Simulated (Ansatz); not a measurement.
# C2H6BN: taking an electron away

An exercise on one series of results from a longer session: the logs are not shown, and one member is left open.

The runs use Ansatz 0.2.0, Gaussian basis; unrestricted cation, the program's frozen cores in correlated methods.

Plan: UKS PBE-D4/def2-TZVPP; UKS r2SCAN-D4/def2-TZVPP; UKS PBE0-D4/def2-TZVPP; UKS B3LYP-D4/def2-TZVPP; UKS wB97X-V/def2-TZVPP; UKS wB97M-V/def2-TZVPP; UKS B2PLYP/def2-TZVPP; UHF-CCSD(T)/def2-TZVPP; UHF-MP2/def2-QZVPP; extrapolation to the limit; then −ε(HOMO) from the neutral's earlier runs with LDA (SPW92), PBE-D4, revPBE-D4, BLYP-D4, r2SCAN-D4, B97M-V, PBE0-D4, B3LYP-D4, r2SCANh-D4, r2SCAN0-D4, HSE06-D4, BHLYP-D4, CAM-B3LYP-D4, LC-ωPBE, ωB97X-V, ωB97M-V.

## Structure used throughout

An earlier PBE0-D4 in a triple-zeta def2 set relaxation fixed the geometry.

SMILES `BNC=C`, 10 atoms, charge 0, spin multiplicity 1.

Atoms are counted from 1 here; the program's logs count them from 0.

Bond lengths: B1–N2 1.395 Å, B1–H5 1.196 Å, B1–H6 1.195 Å, N2–C3 1.390 Å, N2–H7 1.010 Å, C3–C4 1.328 Å, C3–H8 1.085 Å, C4–H9 1.085 Å, C4–H10 1.081 Å. Angles: N2–B1–H5 118.6°, N2–B1–H6 118.6°, H5–B1–H6 122.8°, B1–N2–C3 126.4°, B1–N2–H7 119.6°, C3–N2–H7 114.0°, N2–C3–C4 125.2°, N2–C3–H8 113.4°, C4–C3–H8 121.4°, C3–C4–H9 122.0°, C3–C4–H10 120.4°, H9–C4–H10 117.6°.

Set-up of the first run:

Input file in.yaml:

```yaml
crystal:
  periodic: [false, false, false]
  atoms:
    - {symbol: B, position_ang: [-0.405537, 1.640356, -0.774072]}
    - {symbol: N, position_ang: [0.080921, 0.661476, 0.092311]}
    - {symbol: C, position_ang: [-0.047555, -0.714162, -0.062083]}
    - {symbol: C, position_ang: [0.425337, -1.626914, 0.779221]}
    - {symbol: H, position_ang: [-0.995401, 1.293662, -1.754797]}
    - {symbol: H, position_ang: [-0.215155, 2.788398, -0.504631]}
    - {symbol: H, position_ang: [0.581463, 0.936430, 0.925673]}
    - {symbol: H, position_ang: [-0.586330, -0.997736, -0.960123]}
    - {symbol: H, position_ang: [0.965032, -1.353270, 1.679607]}
    - {symbol: H, position_ang: [0.280325, -2.679540, 0.581894]}
basis:
  gaussian: {orbitals: def2-TZVPP}
total_charge: 1
magnetization: {spin_polarized: true, initial_magnetization: 1}
hamiltonian: {xc: pbe, dispersion: d4}
```

The run is started by

```bash
ansatz run in.yaml --threads 4 --pin off --events-out ev --progress --plain --max-ram 10444MiB
```

Steps of the session up to this table: Cation, UKS PBE-D4/def2-TZVPP; Cation, UKS r2SCAN-D4/def2-TZVPP; Cation, UKS PBE0-D4/def2-TZVPP; Cation, UKS B3LYP-D4/def2-TZVPP; Cation, UKS wB97X-V/def2-TZVPP; Cation, UKS wB97M-V/def2-TZVPP; Cation, UKS B2PLYP (frozen core)/def2-TZVPP; Cation, UHF-CCSD(T)/def2-TZVPP; Cation, UHF-MP2/def2-QZVPP.

One of the session's tables, all rows but one given; the rest of the session is left out.

Orbital estimates, from the neutral's runs:

```
  functional  −ε(HOMO) (eV)
 LDA (SPW92)           6.08
      PBE-D4           5.87
   revPBE-D4           5.79
     BLYP-D4           5.70
   r2SCAN-D4           6.00
      B97M-V           6.02
     PBE0-D4           6.89
    B3LYP-D4           6.67
  r2SCANh-D4           6.39
  r2SCAN0-D4           6.99
    HSE06-D4           6.49
    BHLYP-D4           7.77
CAM-B3LYP-D4              ?
     LC-ωPBE           9.52
     ωB97X-V           9.13
     ωB97M-V           9.07
```

Estimate the missing values for CAM-B3LYP-D4.

**Answer.** −ε(HOMO) (eV): 8.16. In the column «−ε(HOMO) (eV)» it lies between BHLYP-D4 (7.77) and ωB97M-V (9.07).
